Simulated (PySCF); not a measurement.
**A diatomic session: KO−**

An exercise on one series of results from a longer session: the logs are not shown, and one member is left open.

The runs use PySCF 2.14.0; K def2-SVPD, O def2-SVPD, no relativity.

4 further runs of the same task are left out: 4 set aside as unsound or not needed.

Set-up of the first run:

Settings of the job:

```json
{"atoms": "K, O", "charge": "-1", "basis": "K def2-SVPD, O def2-SVPD", "Hamiltonian": "no relativity", "basis functions": "50", "electrons treated": "28", "masses in u": "38.9637, 15.9949", "levels": "PBE0, PBE, r²SCAN, TPSS, M06-2X, B3LYP, LC-ωPBE, MP2, SCS-MP2, CCSD, CCSD(T)", "grid": "80 radial by 434 angular points", "occupations": "held fixed by the projection of orbital angular momentum", "dissociation limit": "K + O−, each in its ground configuration", "starting distance in angstrom": "2.645", "values of 2S to try": "0, 2"}
```

On the command line:

```
$ OMP_NUM_THREADS=1 python dia.py task.json out
```

Steps of the session up to this table: Set-up; First curve: PBE0; PBE; r²SCAN; TPSS (meta-GGA); M06-2X (hybrid meta-GGA); B3LYP (global hybrid GGA); LC-ωPBE (range-separated hybrid); Correlated methods on the Hartree–Fock reference.

One table of the session follows, with a row left open; its other results are not shown here.

It belongs to the step «The curves together». Energy (eV) from each level's lowest point:

| R (Å) | UHF-MP2 | UHF-SCS-MP2 | UHF-CCSD | UHF-CCSD(T) | PBE |
| --- | --- | --- | --- | --- | --- |
| 2.128 | 0.492 | 0.500 | n/a | n/a | 0.427 |
| 2.228 | 0.228 | 0.232 | 0.223 | 0.228 | 0.192 |
| 2.326 | ? | ? | ? | ? | ? |
| 2.401 | 0.023 | 0.024 | 0.022 | 0.023 | 0.017 |
| 2.475 | 0.000 | 0.000 | 0.000 | 0.000 | 0.000 |
| 2.549 | 0.002 | 0.001 | 0.003 | 0.002 | 0.005 |
| 2.648 | 0.032 | 0.030 | 0.036 | 0.032 | 0.037 |
| 2.772 | 0.099 | 0.096 | 0.106 | 0.098 | 0.101 |
| 2.921 | 0.203 | 0.200 | 0.213 | 0.202 | 0.197 |
| 3.119 | 0.357 | 0.353 | n/a | n/a | 0.335 |

Q: Estimate the row for R (Å) = 2.326 from the others.

Worked estimate for «UHF-MP2». A straight line through the neighbours (2.228, 0.228) and (2.401, 0.023) gives 0.228 + (0.023 − 0.228) × (2.326 − 2.228) / (2.401 − 2.228) = 0.112; a parabola fitted to 4 rows on both sides gives 0.076.

**Answer.** UHF-MP2: 0.080; UHF-SCS-MP2: 0.082; UHF-CCSD: 0.077; UHF-CCSD(T): 0.080; PBE: 0.064. In «UHF-MP2» the line misses by +0.032 and the parabola by -0.004.

To keep in mind: At some levels the lowest empty orbital lies below the highest filled one (the two can be of opposite spin).
